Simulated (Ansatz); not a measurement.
## YZnCuP2, space group P3m1: a frozen displacement of one atom, step by step

Program: Ansatz's Python interface.

Input file `yzncup2.extxyz`:
```text
5
Lattice="3.95548622 0.0 0.0 -1.97774311 3.42555155 0.0 0.0 0.0 6.53154132" Properties=species:S:1:pos:R:3 pbc="T T T"
Y    -0.00000002    2.28370105    6.43058760
Zn    0.00000000    0.00000000    2.45917194
Cu    1.97774313    1.14185051    4.17696764
P     1.97774313    1.14185051    1.67665730
P     0.00000000    0.00000000    4.85123948
```

The cells in order, each with its output:

**Cell 1**
```python
import ansatz as az
import numpy as np

structure = az.Crystal.from_extxyz("yzncup2.extxyz")
```

**Cell 2**
```python
len(structure.resolved().sites)
```
Output:
```text
5
```

**Cell 3**
```python
inverse = np.linalg.inv(np.array(structure.lattice.vectors))
home = np.array(structure.sites[4].position)
values = np.linspace(-0.02, 0.02, 5)
energies, pulls = [], []
for shift in values:
    moved = structure.move(4, to=home + shift * inverse[2])
    setup = (
        moved.calculation()
        .functional(az.Functional.PBESOL)
        .pseudopotentials("paw")
        .basis(18 * az.Ha)
        .kpoints(6, 6, 4)
        .occupations(az.OccupationsMethod.FERMI_DIRAC, width=0.15)
        .forces()
    )
    report = setup.run(threads=1, backend="cpu").report
    energies.append(report["free_energy_ev"])
    pulls.append(report["forces_ev_ang"][4][2])
```

**Cell 4**
```python
# the force is minus the slope of the free energy
print("shift (A)   dE (eV)   force along z (eV/A)")
for shift, e, f in zip(values, energies, pulls):
    print(f"{shift:8.3f} {e - energies[2]:10.5f} {f:12.4f}")
print(f"stiffness from energies {2 * np.polyfit(values, energies, 2)[0]:.3f}, from forces {-np.polyfit(values, pulls, 1)[0]:.3f} eV/A^2")
```
Output:
```text
shift (A)   dE (eV)   force along z (eV/A)
  -0.020    0.00141       0.1680
  -0.010    0.00022       0.0704
   0.000    0.00000      -0.0257
   0.010    0.00073      -0.1202
   0.020    0.00240      -0.2133
stiffness from energies 9.532, from forces 9.534 eV/A^2
```

The curvature of the energy gives 9.532 eV/Å² and the slope of the force 9.534 eV/Å², a positive curvature.

For a metal this k-point mesh is coarse: on a finer one energies can move by several to tens of meV an atom and pressures by half a GPa or more, differences at one mesh by less. In a metal a curvature from energy changes of a few meV or less hangs on mesh and smearing, in size and even in sign. The structure comes from a database of computed cells and needn't be a stable or known phase. All periodic images of the atom move with it, so the curvature is one diagonal element of the zone-centre force constants and no normal mode; a positive value doesn't exclude soft modes in which several atoms move. Timing: 44 s on 1 thread of Arm Neoverse V1, with other jobs on the host, peak memory 0.47 GiB.
